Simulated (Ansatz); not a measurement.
# C3H8BFO: one species, many methods

The task here is to estimate one member of a computed series from the others.

Method: functionals in def2-TZVPP, the program's frozen cores in correlated methods; program: Ansatz 0.2.0, Gaussian basis.

Levels to be run: PBE-D4, r2SCAN-D4, PBE0-D4, B3LYP-D4, ωB97X-V, ωB97M-V, B2PLYP; CCSD(T)/def2-TZVPP; MP2/def2-QZVPP; extrapolation to the limit.

## The geometry

An earlier PBE0-D4 in a triple-zeta def2 set relaxation fixed the geometry.

SMILES `CCOB(C)F`, 14 atoms, charge 0, spin multiplicity 1.

Atoms are counted from 1 here; the program's logs count them from 0.

Bond lengths: C1–C2 1.510 Å, C1–H7 1.092 Å, C1–H8 1.093 Å, C1–H9 1.092 Å, C2–O3 1.424 Å, C2–H10 1.092 Å, C2–H11 1.093 Å, O3–B4 1.347 Å, B4–C5 1.561 Å, B4–F6 1.344 Å, C5–H12 1.090 Å, C5–H13 1.094 Å, C5–H14 1.094 Å. Angles: C2–C1–H7 110.7°, C2–C1–H8 110.2°, C2–C1–H9 110.8°, H7–C1–H8 108.4°, H7–C1–H9 108.5°, H8–C1–H9 108.1°, C1–C2–O3 110.9°, C1–C2–H10 110.7°, C1–C2–H11 110.7°, O3–C2–H10 106.2°, O3–C2–H11 110.1°, H10–C2–H11 108.1°, C2–O3–B4 122.4°, O3–B4–C5 121.6°, O3–B4–F6 119.0°, C5–B4–F6 119.4°, B4–C5–H12 112.4°, B4–C5–H13 110.3° and more.

Geometry (Å):

```xyz
14
C3H8BFO
C    -1.2772   -1.7025    0.3779
C    -1.3698   -0.1958    0.4063
O    -0.3799    0.3893   -0.4331
B     0.8248    0.7732    0.0320
C     1.9045    1.3957   -0.9073
F     1.0988    0.6166    1.3383
H    -1.3604   -2.0743   -0.6453
H    -2.0834   -2.1411    0.9708
H    -0.3259   -2.0412    0.7942
H    -2.3343    0.1389    0.0179
H    -1.2661    0.1788    1.4281
H     1.5643    1.4707   -1.9398
H     2.8205    0.7976   -0.8829
H     2.1841    2.3941   -0.5572
```

The first run:

Input file in.yaml:

```yaml
crystal:
  periodic: [false, false, false]
  atoms:
    - {symbol: C, position_ang: [-1.277170, -1.702516, 0.377869]}
    - {symbol: C, position_ang: [-1.369791, -0.195822, 0.406310]}
    - {symbol: O, position_ang: [-0.379924, 0.389333, -0.433121]}
    - {symbol: B, position_ang: [0.824819, 0.773202, 0.031986]}
    - {symbol: C, position_ang: [1.904522, 1.395749, -0.907298]}
    - {symbol: F, position_ang: [1.098758, 0.616578, 1.338281]}
    - {symbol: H, position_ang: [-1.360351, -2.074307, -0.645263]}
    - {symbol: H, position_ang: [-2.083422, -2.141070, 0.970761]}
    - {symbol: H, position_ang: [-0.325902, -2.041159, 0.794214]}
    - {symbol: H, position_ang: [-2.334319, 0.138889, 0.017930]}
    - {symbol: H, position_ang: [-1.266104, 0.178770, 1.428147]}
    - {symbol: H, position_ang: [1.564259, 1.470658, -1.939762]}
    - {symbol: H, position_ang: [2.820538, 0.797644, -0.882886]}
    - {symbol: H, position_ang: [2.184087, 2.394051, -0.557179]}
basis:
  gaussian: {orbitals: def2-TZVPP}
hamiltonian: {xc: pbe, dispersion: d4}
output: {forces: true, orbitals: {seedname: orbitals}}
```

Run with:

```bash
ansatz run in.yaml --threads 2 --pin off --events-out ev --progress --plain --max-ram 20480MiB --backend cuda --devices 0, --max-vram 18GiB
```

Among the steps run: PBE-D4 (GGA); r2SCAN-D4 (meta-GGA); PBE0-D4 (hybrid); B3LYP-D4 (hybrid); ωB97X-V (range-separated); ωB97M-V (range-separated); B2PLYP (double hybrid); CCSD(T) in def2-TZVPP; MP2 in def2-QZVPP.

One of the session's tables, all rows but one given; the rest of the session is left out.

```
            method  atomisation energy (eV)
            PBE-D4                        ?
         r2SCAN-D4                   60.359
           PBE0-D4                   60.322
          B3LYP-D4                   60.123
           ωB97X-V                   60.121
           ωB97M-V                   60.289
            B2PLYP                   59.636
     HF/def2-TZVPP                   45.583
    MP2/def2-TZVPP                   59.809
   CCSD/def2-TZVPP                   57.992
CCSD(T)/def2-TZVPP                   58.734
           MP2/CBS                   61.092
       CCSD(T)/CBS                   60.016
```

Estimate the missing values for PBE-D4.

**Answer.** atomisation energy (eV): 61.273. In the column «atomisation energy (eV)» it is the highest.
